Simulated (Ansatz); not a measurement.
**Si432, 432 atoms: a scaling test**

To be measured: the time of a single point at HSE06 on Si432, and how the time changes with the share of the machine.

Program: Ansatz 0.2.0 (single point, HSE06, plane waves PAW). Host: AMD EPYC 7R13 (Zen 3), 96 cores, 96 hardware threads, 1656 GiB, 8 × H100 80GB HBM3, 81559 MiB; it was booked for these runs alone, one at a time. Each run is timed once from launch to exit, start-up included.

### 1 The system

The cell holds 432 atoms in 8711 Å³, 6×6×6 copies of a database cell, with the atoms displaced at random so that no symmetry is left.

### 2 Baseline

File input.yaml:

```yaml
crystal:
  lattice:
    - [0.000000, 16.331106, 16.331106]
    - [16.331106, 0.000000, 16.331106]
    - [16.331106, 16.331106, 0.000000]
  atoms:
    - { symbol: Si, position: [0.045716, 0.040519, 0.042351] }
    - { symbol: Si, position: [0.000254, 0.001446, -0.002428] }
    - { symbol: Si, position: [0.040948, 0.040365, 0.206472] }
    - { symbol: Si, position: [-0.001461, -0.000888, 0.166170] }
    - { symbol: Si, position: [0.040096, 0.042398, 0.374052] }
    - { symbol: Si, position: [-0.005538, 0.002062, 0.332655] }
    - { symbol: Si, position: [0.040379, 0.042132, 0.542065] }
    - { symbol: Si, position: [0.000091, -0.001480, 0.500332] }
    - { symbol: Si, position: [0.039004, 0.044167, 0.706142] }
    - { symbol: Si, position: [-0.000358, 0.000033, 0.667046] }
    - { symbol: Si, position: [0.041240, 0.042503, 0.868705] }
    - { symbol: Si, position: [-0.000405, -0.000501, 0.832357] }
# [... 416 more atoms ...]
    - { symbol: Si, position: [0.875260, 0.877409, 0.709632] }
    - { symbol: Si, position: [0.834757, 0.831785, 0.665433] }
    - { symbol: Si, position: [0.875653, 0.875916, 0.873221] }
    - { symbol: Si, position: [0.835113, 0.832275, 0.833807] }
kpoints:
  mp_grid: { grid: [1, 1, 1] }
hamiltonian:
  xc: hse06
  pseudopotentials: { azcp: { folder: soft_1 } }
scf:
  occupations: { method: fixed }
output: { forces: true }
```

Command:

```sh
$ ansatz run input.yaml --backend cuda --devices 8 --events-out ev --progress --plain --runs-dir out
```

### 3 On 1 GPU, 48 threads

input.yaml is that of step 2.

(Steps that only read results are left out.)

**Question.** How long do these runs take on this host, and what pays? Wanted: reference; fastest over GPUs; speed-up from 1 to 8 GPUs.

As calculated:

```
                 quantity                       value
                reference  70 s on 8 GPUs, 48 threads
        fastest over GPUs                   70 s on 8
speed-up from 1 to 8 GPUs        1.2 (14 % efficient)
```

Going from 1 to 8 GPUs cuts the time by a factor of 1.2, 14 % of the ideal. In the reference run the eigensolver takes 55 % of the time. The figures hold for this build, input and host.
